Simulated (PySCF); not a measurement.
# MoOF₂: structure of the triplet

Where does triplet MoOF₂ go from a trigonal planar start, is the end point a minimum, and what are its modes, charges and moments?

Computed with PySCF 2.14.0. Level: PBE0, basis Mo def2-SVP with ECP28, O def2-SVP, F def2-SVP, scalar-relativistic core potentials, no spin–orbit coupling, density fitting.

### 1 Starting geometry

4 atoms, charge 0, spin multiplicity 3.

Bond lengths: Mo1–O2 1.780 Å, Mo1–F3 2.020 Å, Mo1–F4 2.020 Å. Angles: O2–Mo1–F3 120.0°, O2–Mo1–F4 120.0°, F3–Mo1–F4 120.0°.

```xyz
4
charge 0 multiplicity 3
Mo   -0.0326   -0.0565    0.0000
O    -0.9226   -1.5980    0.0000
F     1.9874   -0.0565    0.0000
F    -1.0426    1.6929    0.0000
```

### 2 Trigonal planar start, triplet: relaxation

One driver script runs all steps and calls PySCF; scf.py shows how it sets up the SCF of each step. The optimiser is the driver's own. Before each start the driver seeks the lowest SCF state from one or more starting densities and follows internal instabilities, so scf.py alone need not reach the same state.

The program finds C2v symmetry in the start, which this walk keeps. The walk stops when the largest gradient is under 0.0003 Eh/bohr and the energy has settled too.

Input file scf.py:

```python
from pyscf import gto, scf, dft
mol = gto.M(atom='''
Mo    -0.032610    -0.056481    -0.000000
O     -0.922617    -1.597978    -0.000000
F      1.987402    -0.056497     0.000000
F     -1.042590     1.692916     0.000000''',
    basis={'Mo': 'def2-SVP', 'O': 'def2-SVP', 'F': 'def2-SVP'},
    ecp={'Mo': 'def2-SVP'},
    charge=0, spin=2)
mf = dft.UKS(mol, xc='PBE0')
mf.grids.atom_grid = (50, 194)
aux = {'Mo': 'def2-universal-JKFIT', 'O': 'def2-universal-JKFIT', 'F': 'def2-universal-JKFIT'}
mf = mf.density_fit(auxbasis=aux)
mf.kernel()
```

Energy and gradient, step by step:

| step | energy (Eh) | change (kJ/mol) | largest symmetric gradient (Eh/bohr) |
| --- | --- | --- | --- |
| 0 | -342.680805 | 0.00 | 0.10166 |
| 1 | -342.716763 | -94.41 | 0.03470 |
| 2 | -342.718113 | -97.95 | 0.01524 |
| 3 | -342.718390 | -98.68 | 0.00159 |
| 4 | -342.718420 | -98.76 | 0.00107 |
| 5 | -342.718430 | -98.78 | 0.00025 |
| 6 | -342.718430 | -98.78 | 0.00001 |

The walk ran for 7.7 s (4 threads, shared host).

It settles in C2v symmetry, 98.8 kJ/mol below the start, after 6 steps: Mo–F 1.867 Å (×2), Mo–O 1.651 Å; F–Mo–F 115.8°, F–Mo–O 122.1° (×2).

### 3 Is it a minimum? Harmonic modes

On the finer grid the gradient is checked again; gradients at displacements of ±0.01 bohr then give force constants and infrared intensities.

scf.py, as its differences from that of step 2:

```diff
@@ -3,4 +3,4 @@
-Mo    -0.032610    -0.056481    -0.000000
-O     -0.922617    -1.597978    -0.000000
-F      1.987402    -0.056497     0.000000
-F     -1.042590     1.692916     0.000000''',
+Mo    -0.037353    -0.064695     0.000000
+O     -0.862826    -1.494419     0.000000
+F      1.828630     0.004580     0.000000
+F     -0.910313     1.585951    -0.000000''',
@@ -11 +11 @@
-mf.grids.atom_grid = (50, 194)
+mf.grids.atom_grid = (75, 302)
```

The driver hands on the density of the step before, so the log starts near convergence.

Log of the central SCF (cycles and frontier levels):

```text
init E= -342.718360585399
[... the frontier-level lines of each cycle are left out ...]
cycle= 1 E= -342.718360585299  delta_E= 9.94e-11  |g|= 1.81e-05  |ddm|= 1.69e-05
cycle= 2 E= -342.718360584428  delta_E= 8.71e-10  |g|= 5.07e-05  |ddm|= 4.15e-05
cycle= 3 E= -342.718360585403  delta_E= -9.75e-10  |g|= 7.2e-06  |ddm|= 3.25e-05
cycle= 4 E= -342.718360585424  delta_E= -2.05e-11  |g|= 2.66e-07  |ddm|= 4.61e-06
Extra cycle  E= -342.718360585424  delta_E= -4.55e-13  |g|= 2.16e-07  |ddm|= 6.68e-07
converged SCF energy = -342.718360585424  <S^2> = 2.0189081  2S+1 = 3.012579
```

The whole step took 22 s.

Geometry: C2v; Mo–F 1.867 Å (×2), Mo–O 1.651 Å; F–Mo–F 115.7°, F–Mo–O 122.1° (×2).

Harmonic modes (main isotopes):

```json
{"symmetry": "b1", "ω (cm⁻¹)": "155", "IR (km/mol)": "24.3", "type": "bend"}
{"symmetry": "a1", "ω (cm⁻¹)": "164", "IR (km/mol)": "9.2", "type": "bend"}
{"symmetry": "b2", "ω (cm⁻¹)": "171", "IR (km/mol)": "18.7", "type": "bend"}
{"symmetry": "a1", "ω (cm⁻¹)": "678", "IR (km/mol)": "76.6", "type": "stretch"}
{"symmetry": "b2", "ω (cm⁻¹)": "693", "IR (km/mol)": "169", "type": "stretch"}
{"symmetry": "a1", "ω (cm⁻¹)": "1084", "IR (km/mol)": "174", "type": "stretch"}
```

No imaginary mode, so this is a minimum.

Constants and moments:

- Dipole moment: 0.04 D
- Highest occupied level: -7.52 eV
- Lowest empty level: -3.32 eV
- Rotational constants: 0.2102, 0.1774, 0.0962 cm⁻¹
- Zero-point energy: 17.6 kJ/mol
- Principal polarisabilities: 28.4, 29.6, 35.7 bohr³
- Atomisation energy without zero-point energy: 1610 kJ/mol
- Principal traceless quadrupole moments about the centre of mass: -4.44, -3.57, 8.01 D Å
- Entropy at 298.15 K and 1 bar (electronic part: spin only): 316.6 J/(mol K)
- Heat capacity Cp at 298.15 K: 65.3 J/(mol K)
- Enthalpy at 298.15 K above 0 K: 15.50 kJ/mol
- Rotational symmetry number: 2
- Spin squared ⟨S²⟩: 2.019

Populations by atom (charges in e):

```
atom  Mulliken  Löwdin  polar tensor  spin (Mulliken)  Mayer order to Mo1
 Mo1      1.11    0.45          2.03             2.08                   –
  O2     -0.33   -0.08         -0.74            -0.16                2.27
F3,4     -0.39   -0.18         -0.65             0.04                0.99
```

Outer orbital energies (eV). α occupied: -12.94, -12.75, -11.90, -11.46, -11.26, -10.79, -7.86, -7.52; empty: -3.07, -1.47, -0.88, -0.05. β occupied: -13.34, -13.02, -12.39, -12.20, -11.86, -11.44, -11.19, -10.92; empty: -3.32, -2.56, -2.27, -0.75.

Mulliken populations on Mo1 (outside its core potential): s 2.38, p 6.34, d 4.09, f 0.08.

### 4 Outcome

| quantity | value |
| --- | --- |
| minimum | triplet, C2v |
| geometry | Mo–F 1.867 Å (×2), Mo–O 1.651 Å; F–Mo–F 115.7°, F–Mo–O 122.1° (×2) |
| wavenumbers (cm⁻¹) | 155 (b1), 164 (a1), 171 (b2), 678 (a1), 693 (b2), 1084 (a1) |
| dipole moment | 0.04 D |
| highest occupied, lowest empty level (either spin) | -7.52, -3.32 eV |
| polar-tensor charge of Mo1 | +2.03 e |
| zero-point energy | 17.6 kJ/mol |
| entropy at 298.15 K | 316.6 J/(mol K) |
| atomisation energy (no zero-point energy) | 1610 kJ/mol |
| ⟨S²⟩ | 2.019 |

The trigonal planar start keeps its C2v symmetry and ends in a minimum. In the infrared the band at 1084 cm⁻¹ (a1, stretch) leads. Most of the spin sits on Mo1 (Mulliken spin 2.08, against 2 for the whole molecule). Other starts or spin states, not run here, may lie lower. Open d and f shells are described by one determinant, and the ground state may have another occupation or spin.

The search up to here took 36 s.
